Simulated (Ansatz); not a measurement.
# C₃H₁₂SiSn: a spread of methods and bases

Aim: run C₃H₁₂SiSn under a spread of inputs, and see what each costs and gives.

Computed with Ansatz 0.2.0, Gaussian basis. Level: the settings change from run to run.

### Step 1. The relaxed structure

The structure was relaxed beforehand with PBE0-D4 in a triple-zeta def2 set. Sn takes a core potential in def2 sets; no spin-orbit term is included.

SMILES `C[Si](C)(C)[SnH3]`, 17 atoms, charge 0, spin multiplicity 1.

Atoms are counted from 1 here; the program's logs count them from 0.

Bond lengths: C1–Si2 1.877 Å, C1–H6 1.093 Å, C1–H7 1.094 Å, C1–H8 1.093 Å, Si2–C3 1.877 Å, Si2–C4 1.877 Å, Si2–Sn5 2.572 Å, C3–H9 1.093 Å, C3–H10 1.093 Å, C3–H11 1.094 Å, C4–H12 1.093 Å, C4–H13 1.094 Å, C4–H14 1.093 Å, Sn5–H15 1.714 Å, Sn5–H16 1.714 Å, Sn5–H17 1.714 Å. Angles: Si2–C1–H6 111.3°, Si2–C1–H7 110.3°, Si2–C1–H8 111.3°, H6–C1–H7 107.9°, H6–C1–H8 107.9°, H7–C1–H8 107.9°, C1–Si2–C3 109.9°, C1–Si2–C4 109.9°, C1–Si2–Sn5 109.1°, C3–Si2–C4 109.9°, C3–Si2–Sn5 109.0°, C4–Si2–Sn5 109.0°, Si2–C3–H9 111.3°, Si2–C3–H10 111.3°, Si2–C3–H11 110.3°, H9–C3–H10 107.9°, H9–C3–H11 107.9°, H10–C3–H11 107.9° and more.

Geometry (Å):

| atom | x (Å) | y (Å) | z (Å) |
| --- | --- | --- | --- |
| C1 | -0.77426 | 0.33966 | -1.76493 |
| Si2 | 0.10253 | -0.09476 | -0.16343 |
| C3 | 1.87142 | 0.53037 | -0.21358 |
| C4 | 0.08896 | -1.95453 | 0.08823 |
| Sn5 | -1.12720 | 1.02635 | 1.79811 |
| H6 | -0.78480 | 1.41937 | -1.93199 |
| H7 | -0.26632 | -0.12750 | -2.61445 |
| H8 | -1.80945 | -0.00983 | -1.75871 |
| H9 | 2.40265 | 0.29424 | 0.71154 |
| H10 | 1.90628 | 1.61332 | -0.35440 |
| H11 | 2.41500 | 0.06547 | -1.04201 |
| H12 | -0.93158 | -2.34292 | 0.12636 |
| H13 | 0.60827 | -2.45291 | -0.73630 |
| H14 | 0.58989 | -2.23332 | 1.01836 |
| H15 | -1.16559 | 2.73310 | 1.64844 |
| H16 | -2.75631 | 0.50941 | 1.92295 |
| H17 | -0.38847 | 0.68408 | 3.30611 |

### Step 2. revPBE/ANO-RCC-VTZP

Options: D3(BJ) dispersion, the search for lower states set to off.

Contents of in.yaml:

```yaml
crystal:
  periodic: [false, false, false]
  atoms:
    - {symbol: C, position_ang: [-0.774260, 0.339659, -1.764928]}
    - {symbol: Si, position_ang: [0.102527, -0.094757, -0.163433]}
    - {symbol: C, position_ang: [1.871416, 0.530371, -0.213577]}
    - {symbol: C, position_ang: [0.088960, -1.954529, 0.088227]}
    - {symbol: Sn, position_ang: [-1.127198, 1.026345, 1.798109]}
    - {symbol: H, position_ang: [-0.784801, 1.419369, -1.931993]}
    - {symbol: H, position_ang: [-0.266319, -0.127502, -2.614447]}
    - {symbol: H, position_ang: [-1.809453, -0.009825, -1.758708]}
    - {symbol: H, position_ang: [2.402647, 0.294241, 0.711542]}
    - {symbol: H, position_ang: [1.906278, 1.613315, -0.354397]}
    - {symbol: H, position_ang: [2.415001, 0.065469, -1.042007]}
    - {symbol: H, position_ang: [-0.931583, -2.342915, 0.126358]}
    - {symbol: H, position_ang: [0.608273, -2.452912, -0.736304]}
    - {symbol: H, position_ang: [0.589888, -2.233316, 1.018362]}
    - {symbol: H, position_ang: [-1.165587, 2.733099, 1.648439]}
    - {symbol: H, position_ang: [-2.756315, 0.509407, 1.922948]}
    - {symbol: H, position_ang: [-0.388474, 0.684083, 3.306108]}
basis:
  gaussian: {orbitals: ANO-RCC-VTZP}
hamiltonian: {xc: {name: revPBE}, dispersion: d3bj}
scf: {lower_state_search: off}
```

Launch:

```console
> ansatz run in.yaml --threads 4 --pin off --events-out ev --progress --plain --max-ram 11315MiB
```

What it wrote:

```text
Functional definition: revPBE
  name "revPBE"
  cite "Zhang & Yang, Phys. Rev. Lett. 80, 890 (1998) doi:10.1103/PhysRevLett.80.890"
  cite "Perdew, Burke & Ernzerhof, Phys. Rev. Lett. 77, 3865 (1996) doi:10.1103/PhysRevLett.77.3865"
  parameter kappa = 1.245
  parameter beta = 0.06672455060314922
  exchange = pbe_x(kappa = kappa, mu = beta*pi^2/3)
  correlation = pbe_c(beta = beta)
these checks for a lower state are left out or cut short: stability, starts, cluster_reference, orbital_swaps, neighbouring_geometries, increment
2332 factors; their error is unknown
mean field evaluation 1: about -179247.1911 eV, gradient 9.8e1 eV
mean field evaluation 2: about -179211.5425 eV, gradient 1.4e2 eV
mean field evaluation 4: about -179268.8185 eV, gradient 1.1e1 eV
mean field evaluation 8: about -179269.1646 eV, gradient 2.4e-1 eV
mean field evaluation 16: about -179269.1039 eV, gradient 1.2e-4 eV
mean field -179269.10393429 eV, -6588.0180566221 hartree, gradient 3.9e-6 eV, S^2 0.000000; 0 other end points of the search recorded, 0 dependent functions left out
reference -179269.10406658 eV, -6588.0180614839 hartree; 47, 47 occupied and 313, 313 virtual orbitals, 2332 factors
Total energy: -179270.07263885 eV, -6588.0536558583 hartree
Relativity: scalar
Checks for a lower state left out: stability, starts, cluster_reference, orbital_swaps, neighbouring_geometries, increment
```

Run time: 9 s. Hardware: 4 threads of Arm Neoverse V2, shared host; peak memory 1.1 GiB.

### Step 3. SVWN5/def2-SVP

Edit in.yaml of step 2 so:

```diff
@@ -21,4 +21,4 @@
 basis:
-  gaussian: {orbitals: ANO-RCC-VTZP}
-hamiltonian: {xc: {name: revPBE}, dispersion: d3bj}
-scf: {lower_state_search: off}
+  gaussian: {orbitals: def2-SVP}
+hamiltonian: {xc: {name: SVWN5}}
+output: {forces: true}
```

Same command.

What it wrote, shortened:

```text
Functional definition: SVWN5
  name "SVWN5"
  cite "Dirac, Proc. Camb. Phil. Soc. 26, 376 (1930) doi:10.1017/S0305004100016108"
  cite "Slater, Phys. Rev. 81, 385 (1951) doi:10.1103/PhysRev.81.385"
  cite "Vosko, Wilk & Nusair, Can. J. Phys. 58, 1200 (1980) doi:10.1139/p80-159"
[...]
1657 factors; their error is unknown
[...]
mean field -16938.66621284 eV, -622.4845018814 hartree, gradient 7.4e-5 eV, S^2 0.000000; 0 other end points of the search recorded, 0 dependent functions left out
[...]
reference -16938.66625953 eV, -622.4845035974 hartree; 33, 33 occupied and 113, 113 virtual orbitals, 1657 factors
Total energy: -16938.66625953 eV, -622.4845035974 hartree
Atom 0 at    -0.774260     0.339659    -1.764928 Å, force     0.278138    -0.135214     0.530191 eV/Å
Atom 1 at     0.102527    -0.094757    -0.163433 Å, force    -0.034748     0.031819     0.055775 eV/Å
[...]
Atom 7 at    -1.809453    -0.009825    -1.758708 Å, force    -0.569218    -0.197591     0.021420 eV/Å
Atom 8 at     2.402647     0.294241     0.711542 Å, force     0.277037    -0.136418     0.517729 eV/Å
Atom 9 at     1.906278     1.613315    -0.354397 Å, force     0.000611     0.597998    -0.075777 eV/Å
Atom 10 at     2.415001     0.065469    -1.042007 Å, force     0.270845    -0.268012    -0.457767 eV/Å
Atom 11 at    -0.931583    -2.342915     0.126358 Å, force    -0.569497    -0.196644     0.020872 eV/Å
Atom 12 at     0.608273    -2.452912    -0.736304 Å, force     0.287702    -0.244226    -0.460614 eV/Å
Atom 13 at     0.589888    -2.233316     1.018362 Å, force     0.277766    -0.135696     0.517636 eV/Å
Atom 14 at    -1.165587     2.733099     1.648439 Å, force    -0.006360     0.123918    -0.004926 eV/Å
Atom 15 at    -2.756315     0.509407     1.922948 Å, force    -0.118830    -0.033276     0.014355 eV/Å
Atom 16 at    -0.388474     0.684083     3.306108 Å, force     0.048628    -0.020964     0.112414 eV/Å
Dipole moment:     0.196527    -0.179256    -0.313657 e Å
```

Run time: 1.2 s. Hardware: 4 threads of Arm Neoverse V2, shared host.

Largest force 0.614 eV/Å, dipole 1.98 D.

### Step 4. B2PLYP/def2-SVPD

This run has a grid of angular degree 47, the search for lower states set to full.

Edit in.yaml of step 3 so:

```diff
@@ -21,4 +21,5 @@
 basis:
-  gaussian: {orbitals: def2-SVP}
-hamiltonian: {xc: {name: SVWN5}}
+  gaussian: {orbitals: def2-SVPD, final_grid: {core_spheres: 20, valence_spheres: 16, degree: 47}}
+hamiltonian: {xc: {name: B2PLYP}}
+scf: {lower_state_search: full}
 output: {forces: true}
```

Launched as before.

What it wrote, shortened:

```text
Functional definition: B2PLYP
  name "B2PLYP"
  cite "Grimme, J. Chem. Phys. 124, 034108 (2006) doi:10.1063/1.2148954"
  cite "Becke, Phys. Rev. A 38, 3098 (1988) doi:10.1103/PhysRevA.38.3098"
  cite "Lee, Yang & Parr, Phys. Rev. B 37, 785 (1988) doi:10.1103/PhysRevB.37.785"
[...]
2210 factors; integrals over basis functions are off by at most 1.3e-3 eV
[...]
mean field -16990.29341677 eV, -624.3817666317 hartree, gradient 6.5e-6 eV, S^2 0.000000; 0 other end points of the search recorded, 0 dependent functions left out
12 core orbitals not correlated: weight in the atoms' cores, before any rotation towards them, 1.000 or more for the frozen orbitals, at most 0.000 for the correlated occupied ones
reference -16990.29364932 eV, -624.3817751777 hartree; 21, 21 occupied and 179, 179 virtual orbitals, 2210 factors
second order -23.41133109 eV of doubles, -0.00000000 eV of singles
[...]
Atom 7 at    -1.809453    -0.009825    -1.758708 Å, force    -0.220356    -0.066325    -0.023767 eV/Å
Atom 8 at     2.402647     0.294241     0.711542 Å, force     0.134127    -0.040636     0.183964 eV/Å
Atom 9 at     1.906278     1.613315    -0.354397 Å, force     0.033589     0.226544    -0.031954 eV/Å
Atom 10 at     2.415001     0.065469    -1.042007 Å, force     0.123947    -0.080681    -0.157648 eV/Å
Atom 11 at    -0.931583    -2.342915     0.126358 Å, force    -0.205243    -0.106272     0.008528 eV/Å
Atom 12 at     0.608273    -2.452912    -0.736304 Å, force     0.098212    -0.116443    -0.153220 eV/Å
Atom 13 at     0.589888    -2.233316     1.018362 Å, force     0.103059    -0.084107     0.189312 eV/Å
Atom 14 at    -1.165587     2.733099     1.648439 Å, force    -0.000410     0.068414    -0.008045 eV/Å
Atom 15 at    -2.756315     0.509407     1.922948 Å, force    -0.065215    -0.022173     0.002990 eV/Å
Atom 16 at    -0.388474     0.684083     3.306108 Å, force     0.031192    -0.015053     0.059539 eV/Å
Dipole moment:     0.190824    -0.174110    -0.304671 e Å
```

Wall time 31 s (4 threads of Arm Neoverse V2, shared host); peak memory 0.9 GiB.

Largest force 0.231 eV/Å, dipole 1.92 D.

### Step 5. B97/def2-SVPD

Options: a point charge of 0.50 e beside it, relativity set to none, the search for lower states set to full.

Edit in.yaml of step 4 so:

```diff
@@ -21,4 +21,4 @@
 basis:
-  gaussian: {orbitals: def2-SVPD, final_grid: {core_spheres: 20, valence_spheres: 16, degree: 47}}
-hamiltonian: {xc: {name: B2PLYP}}
+  gaussian: {orbitals: def2-SVPD, point_charges: [{charge: 0.50, position_ang: [5.156, 0.252, -0.089]}]}
+hamiltonian: {xc: {name: B97}, pseudopotentials: {relativity: none}}
 scf: {lower_state_search: full}
```

Launched as before.

What it wrote, shortened:

```text
Functional definition: B97
  name "B97"
  cite "Becke, J. Chem. Phys. 107, 8554 (1997) doi:10.1063/1.475007"
[...]
      + integral(e_c_pw_opposite_spin*poly(b97_u_opposite, cos0, cos1, cos2))
2210 factors; integrals over basis functions are off by at most 1.3e-3 eV
[...]
mean field -17010.38700301 eV, -625.1201923063 hartree, gradient 7.6e-5 eV, S^2 0.000000; 0 other end points of the search recorded, 0 dependent functions left out
[...]
reference -17010.38704256 eV, -625.1201937595 hartree; 33, 33 occupied and 179, 179 virtual orbitals, 2210 factors
Total energy: -17010.38704256 eV, -625.1201937595 hartree
Atom 0 at    -0.774260     0.339659    -1.764928 Å, force     0.152777     0.016695     0.029973 eV/Å
Atom 1 at     0.102527    -0.094757    -0.163433 Å, force    -0.485833    -0.057222     0.139652 eV/Å
[...]
Atom 7 at    -1.809453    -0.009825    -1.758708 Å, force    -0.284314    -0.098661    -0.000556 eV/Å
Atom 8 at     2.402647     0.294241     0.711542 Å, force     0.124451    -0.082383     0.394431 eV/Å
Atom 9 at     1.906278     1.613315    -0.354397 Å, force     0.017459     0.328859    -0.046980 eV/Å
Atom 10 at     2.415001     0.065469    -1.042007 Å, force     0.144359    -0.166483    -0.352634 eV/Å
Atom 11 at    -0.931583    -2.342915     0.126358 Å, force    -0.274418    -0.116741     0.009120 eV/Å
Atom 12 at     0.608273    -2.452912    -0.736304 Å, force     0.124381    -0.187157    -0.230159 eV/Å
Atom 13 at     0.589888    -2.233316     1.018362 Å, force     0.127495    -0.132054     0.278082 eV/Å
Atom 14 at    -1.165587     2.733099     1.648439 Å, force     0.023565     0.128565    -0.032016 eV/Å
Atom 15 at    -2.756315     0.509407     1.922948 Å, force    -0.080310    -0.057108    -0.026755 eV/Å
Atom 16 at    -0.388474     0.684083     3.306108 Å, force     0.091843    -0.039783     0.111174 eV/Å
Dipole moment:    -0.126270    -0.170559    -0.269042 e Å
```

Run time: 13 s. Hardware: 4 threads of Arm Neoverse V2, shared host; peak memory 0.88 GiB.

Largest force 0.509 eV/Å, dipole 1.65 D.

### Step 6. PBEsol/ANO-RCC-VTZP

Set apart from the defaults: D3(BJ) with three-body dispersion.

Edit in.yaml of step 5 so:

```diff
@@ -21,5 +21,3 @@
 basis:
-  gaussian: {orbitals: def2-SVPD, point_charges: [{charge: 0.50, position_ang: [5.156, 0.252, -0.089]}]}
-hamiltonian: {xc: {name: B97}, pseudopotentials: {relativity: none}}
-scf: {lower_state_search: full}
-output: {forces: true}
+  gaussian: {orbitals: ANO-RCC-VTZP}
+hamiltonian: {xc: {name: PBEsol}, dispersion: d3bjatm}
```

Launched as before.

What it wrote:

```text
Functional definition: PBEsol
  name "PBEsol"
  cite "Perdew et al., Phys. Rev. Lett. 100, 136406 (2008) doi:10.1103/PhysRevLett.100.136406"
  cite "Perdew, Burke & Ernzerhof, Phys. Rev. Lett. 77, 3865 (1996) doi:10.1103/PhysRevLett.77.3865"
  parent pbesol
  exchange = pbesol_x
  correlation = pbesol_c
2332 factors; their error is unknown
mean field evaluation 1: about -179125.3611 eV, gradient 1.0e2 eV
mean field evaluation 2: about -179087.1004 eV, gradient 1.4e2 eV
mean field evaluation 4: about -179147.7915 eV, gradient 1.2e1 eV
mean field evaluation 8: about -179148.1930 eV, gradient 2.7e-1 eV
mean field evaluation 16: about -179148.1335 eV, gradient 1.3e-4 eV
mean field -179148.13346183 eV, -6583.5724737561 hartree, gradient 4.1e-5 eV, S^2 0.000000; 0 other end points of the search recorded, 0 dependent functions left out
reference -179148.13356541 eV, -6583.5724775625 hartree; 47, 47 occupied and 313, 313 virtual orbitals, 2332 factors
Total energy: -179148.32643752 eV, -6583.5795654818 hartree
Relativity: scalar
```

Wall time 15 s (4 threads of Arm Neoverse V2, shared host); peak memory 1.1 GiB.

### Step 7. PBE-QIDH/def2-SVPD

Set apart from the defaults: high accuracy.

Edit in.yaml of step 6 so:

```diff
@@ -21,3 +21,5 @@
 basis:
-  gaussian: {orbitals: ANO-RCC-VTZP}
-hamiltonian: {xc: {name: PBEsol}, dispersion: d3bjatm}
+  gaussian: {orbitals: def2-SVPD}
+hamiltonian: {xc: {name: PBE-QIDH}}
+accuracy: high
+output: {forces: true}
```

Launched as before.

What it wrote, shortened:

```text
Functional definition: PBE-QIDH
  name "PBE-QIDH"
  cite "Brémond, Sancho-García, Pérez-Jiménez & Adamo, J. Chem. Phys. 141, 031101 (2014) doi:10.1063/1.4890314"
  cite "Perdew, Burke & Ernzerhof, Phys. Rev. Lett. 77, 3865 (1996) doi:10.1103/PhysRevLett.77.3865"
[...]
4423 factors; integrals over basis functions are off by at most 3.8e-9 eV
[...]
mean field -16986.25780107 eV, -624.2334604902 hartree, gradient 3.9e-8 eV, S^2 0.000000; 0 other end points of the search recorded, 0 dependent functions left out
12 core orbitals not correlated: weight in the atoms' cores, before any rotation towards them, 1.000 or more for the frozen orbitals, at most 0.000 for the correlated occupied ones
reference -16986.25780298 eV, -624.2334605605 hartree; 21, 21 occupied and 179, 179 virtual orbitals, 4423 factors
second order -21.63643564 eV of doubles, -0.00000000 eV of singles
[...]
Atom 7 at    -1.809453    -0.009825    -1.758708 Å, force    -0.119776    -0.036861    -0.010933 eV/Å
Atom 8 at     2.402647     0.294241     0.711542 Å, force     0.071308    -0.022998     0.100976 eV/Å
Atom 9 at     1.906278     1.613315    -0.354397 Å, force     0.016192     0.123432    -0.017378 eV/Å
Atom 10 at     2.415001     0.065469    -1.042007 Å, force     0.060618    -0.040061    -0.077901 eV/Å
Atom 11 at    -0.931583    -2.342915     0.126358 Å, force    -0.112544    -0.055901     0.004439 eV/Å
Atom 12 at     0.608273    -2.452912    -0.736304 Å, force     0.048500    -0.056871    -0.075753 eV/Å
Atom 13 at     0.589888    -2.233316     1.018362 Å, force     0.056484    -0.043782     0.103573 eV/Å
Atom 14 at    -1.165587     2.733099     1.648439 Å, force     0.009148    -0.064407    -0.007646 eV/Å
Atom 15 at    -2.756315     0.509407     1.922948 Å, force     0.062440     0.010082    -0.016994 eV/Å
Atom 16 at    -0.388474     0.684083     3.306108 Å, force    -0.016936     0.004231    -0.063110 eV/Å
Dipole moment:     0.188401    -0.171897    -0.300799 e Å
```

Run time: 62 s. Hardware: 4 threads of Arm Neoverse V2, shared host; peak memory 1.8 GiB.

Largest force 0.144 eV/Å, dipole 1.89 D.

### Step 8. r2SCANh/def2-SVPD

Set apart from the defaults: charge -1, multiplicity 2, D3(BJ) with three-body dispersion.

Edit in.yaml of step 7 so:

```diff
@@ -22,4 +22,5 @@
   gaussian: {orbitals: def2-SVPD}
-hamiltonian: {xc: {name: PBE-QIDH}}
-accuracy: high
+total_charge: -1
+magnetization: {spin_polarized: true, initial_magnetization: 1}
+hamiltonian: {xc: {name: r2SCANh}, dispersion: d3bjatm}
 output: {forces: true}
```

Launched as before.

What it wrote, shortened:

```text
Functional definition: r2SCANh
  name "r2SCANh"
  cite "Bursch, Neugebauer, Ehlert & Grimme, J. Chem. Phys. 156, 134105 (2022) doi:10.1063/5.0086040"
  cite "Furness, Kaplan, Ning, Perdew & Sun, J. Phys. Chem. Lett. 11, 8208 (2020) doi:10.1021/acs.jpclett.0c02405"
  cite "Furness, Kaplan, Ning, Perdew & Sun, J. Phys. Chem. Lett. 11, 9248 (2020) doi:10.1021/acs.jpclett.0c03077"
  parent r2scan
[...]
1856 factors; their error is unknown
[...]
mean field -17009.40298583 eV, -625.0840303417 hartree, gradient 1.8e-5 eV, S^2 0.751130; 10 other end points of the search recorded, 0 dependent functions left out
[...]
reference -17009.40301236 eV, -625.0840313168 hartree; 34, 33 occupied and 178, 179 virtual orbitals, 1856 factors
Total energy: -17009.53949045 eV, -625.0890467941 hartree
Atom 0 at    -0.774260     0.339659    -1.764928 Å, force     0.111779    -0.082548    -0.019749 eV/Å
[...]
Atom 7 at    -1.809453    -0.009825    -1.758708 Å, force    -0.245014    -0.065884     0.030758 eV/Å
Atom 8 at     2.402647     0.294241     0.711542 Å, force     0.098572    -0.041383     0.232158 eV/Å
Atom 9 at     1.906278     1.613315    -0.354397 Å, force    -0.013024     0.254986    -0.007354 eV/Å
Atom 10 at     2.415001     0.065469    -1.042007 Å, force     0.185948    -0.150454    -0.272846 eV/Å
Atom 11 at    -0.931583    -2.342915     0.126358 Å, force    -0.244251    -0.067292     0.031898 eV/Å
Atom 12 at     0.608273    -2.452912    -0.736304 Å, force     0.170985    -0.171626    -0.270557 eV/Å
Atom 13 at     0.589888    -2.233316     1.018362 Å, force     0.097616    -0.042914     0.232466 eV/Å
Atom 14 at    -1.165587     2.733099     1.648439 Å, force     0.025082     0.282449    -0.079243 eV/Å
Atom 15 at    -2.756315     0.509407     1.922948 Å, force    -0.264600    -0.123590    -0.029169 eV/Å
Atom 16 at    -0.388474     0.684083     3.306108 Å, force     0.167538    -0.092355     0.224601 eV/Å
Dipole moment:     0.471449    -0.429120    -0.751029 e Å
```

It took 47 s on 4 threads of Arm Neoverse V2, shared host; peak memory 1.3 GiB.

Largest force 0.525 eV/Å, ⟨S²⟩ 0.751.

### Step 9. The runs in one table

| level | charge | multiplicity | geometry | functions | energy (eV) | time |
| --- | --- | --- | --- | --- | --- | --- |
| revPBE/ANO-RCC-VTZP | 0 | 1 | relaxed | 360 | -179270.073 | 9 s |
| SVWN5/def2-SVP | 0 | 1 | relaxed | 146 | -16938.666 | 1.2 s |
| B2PLYP/def2-SVPD | 0 | 1 | relaxed | 212 | -16996.615 | 31 s |
| B97/def2-SVPD | 0 | 1 | relaxed, point charge | 212 | -17010.387 | 13 s |
| PBEsol/ANO-RCC-VTZP | 0 | 1 | relaxed | 360 | -179148.326 | 15 s |
| PBE-QIDH/def2-SVPD | 0 | 1 | relaxed | 212 | -16993.470 | 62 s |
| r2SCANh/def2-SVPD | -1 | 2 | relaxed | 212 | -17009.539 | 47 s |

### Step 10. Summary of results

| quantity | value |
| --- | --- |
| runs | 7 |
| quickest | SVWN5/def2-SVP, 1.2 s |
| slowest | PBE-QIDH/def2-SVPD, 62 s |
| spread of total energies, same state and geometry | 162331.4 eV |
| dipole, same state and geometry | 1.89 to 1.98 D |

What this shows: PBE-QIDH/def2-SVPD took 49 times as long as SVWN5/def2-SVP. The jobs differ in tasks and options as well as level. Total energies at one charge and spin differ by 162331 eV between levels, so only differences within one level mean anything. Some of these runs are scalar-relativistic and others not, which shifts the totals of all-electron atoms past neon by several eV an atom and more; core potentials, where a basis has them, take the core out of the total altogether. At the PBE0-D4/def2-TZVP geometry and in the same state, the sound runs without point charges leave forces up to 0.61 eV/Å (SVWN5/def2-SVP). At that geometry and state the dipole changes by 4 % between the lowest and highest value.
